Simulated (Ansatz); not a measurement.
# Ta: the cost of one run

Method: DFT PBE, scalar-relativistic, plane waves, PAW, in Ansatz 0.2.0.

## (1) The structure to begin with

It takes space group Im-3m (No. 229, cubic). The conventional cell has a = 3.310 Å, b = 3.310 Å, c = 3.310 Å, α = 90.00°, β = 90.00°, γ = 90.00°. Around Ta (site symmetry m-3m) lie 8 Ta at 2.87 Å.

As a file:

```
CELL_PARAMETERS angstrom
-1.65500 1.65500 1.65500
1.65500 -1.65500 1.65500
1.65500 1.65500 -1.65500
ATOMIC_POSITIONS crystal
Ta 0.00000 0.00000 0.00000
```

## (2) Relaxing cell and atoms: Ta, no spin

The input, input.yaml:

```yaml
crystal:
  lattice:
    - [-1.655, 1.655, 1.655]
    - [1.655, -1.655, 1.655]
    - [1.655, 1.655, -1.655]
  atoms:
    - { symbol: Ta, position: [0.0, 0.0, 0.0] }
scf:
  occupations: { method: gaussian, width: 0.1 }
output:
  forces: true
  stress: true
  eigenvalues: true
hamiltonian:
  xc: pbe
kpoints:
  mp_grid: { grid: [40, 40, 40] }
relax:
  f_tol: 0.005
  max_steps: 60
  cell: { stress_tol: 0.02 }
```

On the command line:

```sh
ansatz run input.yaml --threads 2 --pin off --max-ram 8192MiB --backend cpu --events-out ev --progress --plain --runs-dir out
```

Q: Estimate wall time and peak memory on 2 threads of Intel Xeon Platinum 8488C (Sapphire Rapids), shared host.

About 32 s, with a peak of 0.7 GiB.
